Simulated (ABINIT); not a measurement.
Crystal: NbTe.

```xyz
2
Lattice="3.7030 0.0000 0.0000 -1.8515 3.2069 0.0000 0.0000 0.0000 3.6942" Properties=species:S:1:pos:R:3 pbc="T T T"
Te    1.8515    1.0690    0.0000
Nb    0.0000    0.0000    1.8471
```

The cell comes from a database or a generator and needn't be the stable form of this composition.

```yaml
Program: ABINIT 10.8.3 (patched build)
Task: single point
Functional: PBE
Potentials_or_basis: JTH PAW PBE v2.0
Cutoff: 435 eV
k_mesh: 8 × 8 × 7
Occupations: fermi-dirac, width 0.05 eV
Spin: no spin polarisation
```

On this cell: pressure -0.1 GPa; largest force under 0.003 eV/Å; band gap on the k mesh none (metal or under the smearing width).

The same run follows on a disturbed copy (atoms moved at random, drawn with an rms of 0.05 Å):

```
CELL_PARAMETERS angstrom
3.70297 0.00000 0.00000
-1.85149 3.20687 0.00000
0.00000 0.00000 3.69421
ATOMIC_POSITIONS crystal
Te 0.66536 0.32952 0.99436
Nb 0.00067 0.99729 0.50685
```

What changes?

The energy (extrapolated to zero smearing) moves by +5.4 meV/atom; pressure 0.1 GPa; largest force 0.460 eV/Å; band gap on the k mesh none (metal or under the smearing width).

Forces in eV/Å, atoms in the order of the input:
```
Te   0.051  0.034  0.456
Nb  -0.051 -0.034 -0.456
```

Stress tensor (GPa, compression positive):
```
-0.08  0.13  0.03
 0.13 -0.25  0.02
 0.03  0.02  0.60
```
